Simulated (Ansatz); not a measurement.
**C₉H₁₆: up Jacob's ladder to CCSD(T)**

The task here is to estimate one member of a computed series from the others.

Program: Ansatz 0.2.0, Gaussian basis. Level of theory: functionals in def2-TZVPP, the program's frozen cores in correlated methods. These are calculated values, not measurements.

Plan: PBE-D4, r2SCAN-D4, PBE0-D4, B3LYP-D4, ωB97X-V, ωB97M-V, B2PLYP; CCSD(T)/def2-TZVPP; MP2/def2-QZVPP; extrapolation to the limit.

**The relaxed structure**

An earlier PBE0-D4 in a triple-zeta def2 set relaxation fixed the geometry.

25 atoms, charge 0, spin multiplicity 1.

Atoms are counted from 1 here; the program's logs count them from 0.

Bond lengths: C1–C2 1.201 Å, C1–H10 1.064 Å, C2–C3 1.453 Å, C3–C4 1.533 Å, C3–H11 1.095 Å, C3–H12 1.095 Å, C4–C5 1.521 Å, C4–H13 1.095 Å, C4–H14 1.094 Å, C5–C6 1.520 Å, C5–H15 1.096 Å, C5–H16 1.094 Å, C6–C7 1.524 Å, C6–H17 1.095 Å, C6–H18 1.097 Å, C7–C8 1.525 Å, C7–H19 1.096 Å, C7–H20 1.096 Å and more. Angles: C2–C1–H10 179.5°, C1–C2–C3 178.7°, C2–C3–C4 113.3°, C2–C3–H11 109.0°, C2–C3–H12 108.7°, C4–C3–H11 109.5°, C4–C3–H12 110.1°, H11–C3–H12 106.1°, C3–C4–C5 114.2°, C3–C4–H13 107.8°, C3–C4–H14 108.6°, C5–C4–H13 109.9°, C5–C4–H14 109.3°, H13–C4–H14 106.8°, C4–C5–C6 114.1°, C4–C5–H15 108.6°, C4–C5–H16 108.6°, C6–C5–H15 109.2° and more.

Coordinates:

```xyz
25
charge 0, multiplicity 1
C    -2.9752    1.0289   -0.6701
C    -1.9579    1.3308   -1.2325
C    -0.7107    1.6915   -1.8852
C     0.3857    2.1171   -0.9023
C     0.6910    1.0878    0.1751
C     1.1687   -0.2513   -0.3641
C     1.5808   -1.2389    0.7210
C     0.4805   -1.6050    1.7120
C    -0.7582   -2.2026    1.0645
H    -3.8816    0.7625   -0.1806
H    -0.9012    2.5044   -2.5932
H    -0.3692    0.8408   -2.4836
H     1.2903    2.3299   -1.4824
H     0.0851    3.0567   -0.4296
H     1.4543    1.4985    0.8461
H    -0.2072    0.9434    0.7835
H     0.3843   -0.7018   -0.9810
H     2.0219   -0.0862   -1.0333
H     1.9427   -2.1562    0.2418
H     2.4334   -0.8269    1.2737
H     0.8919   -2.3169    2.4352
H     0.1969   -0.7216    2.2938
H    -0.5014   -3.0723    0.4519
H    -1.4768   -2.5306    1.8193
H    -1.2679   -1.4819    0.4202
```

The first run:

File in.yaml:

```yaml
crystal:
  periodic: [false, false, false]
  atoms:
    - {symbol: C, position_ang: [-2.975248, 1.028905, -0.670148]}
    - {symbol: C, position_ang: [-1.957934, 1.330846, -1.232464]}
    - {symbol: C, position_ang: [-0.710707, 1.691491, -1.885243]}
    - {symbol: C, position_ang: [0.385736, 2.117137, -0.902295]}
    - {symbol: C, position_ang: [0.691008, 1.087753, 0.175066]}
    - {symbol: C, position_ang: [1.168695, -0.251270, -0.364067]}
    - {symbol: C, position_ang: [1.580789, -1.238918, 0.721011]}
    - {symbol: C, position_ang: [0.480461, -1.604985, 1.712014]}
    - {symbol: C, position_ang: [-0.758243, -2.202586, 1.064461]}
    - {symbol: H, position_ang: [-3.881620, 0.762482, -0.180552]}
    - {symbol: H, position_ang: [-0.901190, 2.504358, -2.593217]}
    - {symbol: H, position_ang: [-0.369179, 0.840832, -2.483643]}
    - {symbol: H, position_ang: [1.290293, 2.329925, -1.482390]}
    - {symbol: H, position_ang: [0.085059, 3.056680, -0.429628]}
    - {symbol: H, position_ang: [1.454272, 1.498478, 0.846119]}
    - {symbol: H, position_ang: [-0.207200, 0.943387, 0.783512]}
    - {symbol: H, position_ang: [0.384342, -0.701846, -0.981045]}
    - {symbol: H, position_ang: [2.021874, -0.086159, -1.033292]}
    - {symbol: H, position_ang: [1.942740, -2.156154, 0.241774]}
    - {symbol: H, position_ang: [2.433411, -0.826933, 1.273668]}
    - {symbol: H, position_ang: [0.891859, -2.316950, 2.435181]}
    - {symbol: H, position_ang: [0.196911, -0.721645, 2.293839]}
    - {symbol: H, position_ang: [-0.501425, -3.072333, 0.451887]}
    - {symbol: H, position_ang: [-1.476825, -2.530557, 1.819250]}
    - {symbol: H, position_ang: [-1.267889, -1.481931, 0.420211]}
basis:
  gaussian: {orbitals: def2-TZVPP}
hamiltonian: {xc: pbe, dispersion: d4}
output: {forces: true, orbitals: {seedname: orbitals}}
```

Started as:

```console
$ ansatz run in.yaml --threads 4 --pin off --events-out ev --progress --plain --max-ram 41984MiB --backend cuda --devices 0, --max-vram 37GiB
```

Among the steps run: PBE-D4 (GGA); r2SCAN-D4 (meta-GGA); PBE0-D4 (hybrid); B3LYP-D4 (hybrid); ωB97X-V (range-separated); ωB97M-V (range-separated); B2PLYP (double hybrid); CCSD(T) in def2-TZVPP; MP2 in def2-QZVPP.

One of the session's tables, all rows but one given; the rest of the session is left out.

```
            method  atoms, summed (eV)  atomisation energy (kJ/mol)
            PBE-D4           -9473.850                      10552.5
         r2SCAN-D4           -9483.035                      10356.5
           PBE0-D4           -9476.772                      10426.2
          B3LYP-D4           -9490.509                      10340.9
           ωB97X-V           -9486.629                      10339.1
           ωB97M-V           -9483.801                      10361.5
            B2PLYP           -9481.021                      10241.8
     HF/def2-TZVPP           -9448.590                       7793.5
    MP2/def2-TZVPP           -9464.780                      10248.9
   CCSD/def2-TZVPP           -9469.779                       9979.5
CCSD(T)/def2-TZVPP           -9470.276                      10113.7
           MP2/CBS                   ?                            ?
       CCSD(T)/CBS           -9473.031                      10328.6
```

Q: Estimate the row for MP2/CBS from the others.

The run gave: atoms, summed (eV): -9467.535; atomisation energy (kJ/mol): 10463.8. In the column «atoms, summed (eV)» it lies between CCSD/def2-TZVPP (-9469.779) and MP2/def2-TZVPP (-9464.780).

Caveats from the session: Free atoms (9 C, 16 H) were run apart at each level; the atomisation energy is their sum less the molecule, without zero-point or spin-orbit terms.
